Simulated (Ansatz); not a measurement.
# C2H7GaSe: the cost of one run

The runs use Ansatz 0.2.0, Gaussian basis; RKS PBE0-D4/def2-TZVP.

Levels to be run: relaxation at PBE-D4/def2-SVP; relaxation at PBE0-D4/def2-TZVP.

1 further run of the same task is left out (set aside as unsound or not needed).

## Step 1: Where the work starts

SMILES `C[CH2][GaH][SeH]`, 11 atoms, charge 0, spin multiplicity 1.

Atoms are counted from 1 here; the program's logs count them from 0.

Bond lengths: C1–C2 1.452 Å, C1–H5 1.134 Å, C1–H6 1.161 Å, C1–H7 1.100 Å, C2–Ga3 2.205 Å, C2–H8 1.147 Å, C2–H9 1.124 Å, Ga3–Se4 1.046 Å, Ga3–H10 1.840 Å, Se4–H11 1.602 Å. Angles: C2–C1–H5 113.1°, C2–C1–H6 112.1°, C2–C1–H7 112.6°, H5–C1–H6 105.4°, H5–C1–H7 106.3°, H6–C1–H7 106.8°, C1–C2–Ga3 118.8°, C1–C2–H8 110.6°, C1–C2–H9 111.0°, Ga3–C2–H8 102.7°, Ga3–C2–H9 104.6°, H8–C2–H9 108.4°, C2–Ga3–Se4 142.1°, C2–Ga3–H10 85.3°, Se4–Ga3–H10 90.3°, Ga3–Se4–H11 104.1°.

As a file:

```xyz
11
C2H7GaSe
C    -0.9853    0.8419    0.2304
C     0.0333    0.0628    0.9118
Ga    1.3157   -1.2801   -0.2766
Se    1.3610   -1.7796   -1.1947
H    -0.5592    1.5509   -0.5459
H    -1.5864    1.5124    0.9629
H    -1.7162    0.2115   -0.2968
H     0.7945    0.7531    1.4223
H    -0.4243   -0.6015    1.6952
H     1.9344    0.2596   -1.0710
H    -0.1022   -1.5881   -1.8170
```

The start is a force-field geometry with small random shifts, so a cheaper pass at PBE-D4/def2-SVP comes first.

## Step 2: Geometry optimisation, PBE-D4/def2-SVP (cheap first pass)

Input file in.yaml:

```yaml
crystal:
  periodic: [false, false, false]
  atoms:
    - {symbol: C, position_ang: [-0.985300, 0.841900, 0.230400]}
    - {symbol: C, position_ang: [0.033300, 0.062800, 0.911800]}
    - {symbol: Ga, position_ang: [1.315700, -1.280100, -0.276600]}
    - {symbol: Se, position_ang: [1.361000, -1.779600, -1.194700]}
    - {symbol: H, position_ang: [-0.559200, 1.550900, -0.545900]}
    - {symbol: H, position_ang: [-1.586400, 1.512400, 0.962900]}
    - {symbol: H, position_ang: [-1.716200, 0.211500, -0.296800]}
    - {symbol: H, position_ang: [0.794500, 0.753100, 1.422300]}
    - {symbol: H, position_ang: [-0.424300, -0.601500, 1.695200]}
    - {symbol: H, position_ang: [1.934400, 0.259600, -1.071000]}
    - {symbol: H, position_ang: [-0.102200, -1.588100, -1.817000]}
basis:
  gaussian: {orbitals: def2-SVP}
hamiltonian: {xc: pbe, dispersion: d4}
relax: {f_tol: 0.03, max_steps: 200}
```

Started as:

```
> ansatz run in.yaml --threads 4 --pin off --events-out ev --progress --plain --max-ram 10444MiB
```

What time and memory should one allow on 4 threads of Arm Neoverse V2, shared host?

About 51 s, with a peak of 0.3 GiB.
